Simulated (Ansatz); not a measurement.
# Li4SbPt: the cost of one run

Computed with Ansatz 0.2.0 (DFT PBE, scalar-relativistic, plane waves, PAW, unless a step's input says otherwise).

**1. The starting structure**

Symmetry: P4/mmm, No. 123, tetragonal system. The conventional cell has a = 3.109 Å, b = 3.109 Å, c = 9.326 Å, α = 90.00°, β = 90.00°, γ = 90.00°. Around Li (site symmetry 4mm) lie 4 Li at 2.69 Å and 4 Sb at 2.69 Å. Li (site symmetry 4mm) has 4 Li at 2.69 Å and 4 Pt at 2.69 Å as nearest neighbours. Sb (site symmetry 4/mmm) is surrounded by 8 Li at 2.69 Å. Around Pt (site symmetry 4/mmm) lie 8 Li at 2.69 Å.

Structure file:

```
CELL_PARAMETERS angstrom
3.10877 0.00000 0.00000
0.00000 3.10877 0.00000
0.00000 0.00000 9.32630
ATOMIC_POSITIONS crystal
Li 0.00000 0.00000 0.16667
Li 0.00000 0.00000 0.83333
Li 0.50000 0.50000 0.66667
Li 0.50000 0.50000 0.33333
Sb 0.50000 0.50000 0.00000
Pt 0.00000 0.00000 0.50000
```

The cell is invented: ordered superstructure of bcc (P4/mmm, No. 123). The dimensions are guesses.

**2. A first look at the guess**

Input file input.yaml:

```yaml
crystal:
  lattice:
    - [3.10876612, 0.0, 0.0]
    - [0.0, 3.10876612, 0.0]
    - [0.0, 0.0, 9.32629835]
  atoms:
    - { symbol: Li, position: [0.0, 0.0, 0.16666667] }
    - { symbol: Li, position: [0.0, 0.0, 0.83333333] }
    - { symbol: Li, position: [0.5, 0.5, 0.66666667] }
    - { symbol: Li, position: [0.5, 0.5, 0.33333333] }
    - { symbol: Sb, position: [0.5, 0.5, 0.0] }
    - { symbol: Pt, position: [0.0, 0.0, 0.5] }
basis:
  ecutwfc: 420
kpoints:
  mp_grid: { grid: [6, 6, 2] }
hamiltonian:
  xc: pbe
scf:
  occupations: { method: gaussian, width: 0.1 }
  lower_state_search: "off"
output:
  forces: true
  stress: true
  eigenvalues: true
```

Started as:

```sh
> ansatz run input.yaml --threads 1 --pin off --max-ram 2048MiB --backend cpu --events-out ev --progress --plain --runs-dir out
```

**Question.** How long does this run take on 1 thread of Arm Neoverse V1, shared host, and how much memory does it need?

About 4.3 s, with a peak of 0.36 GiB.
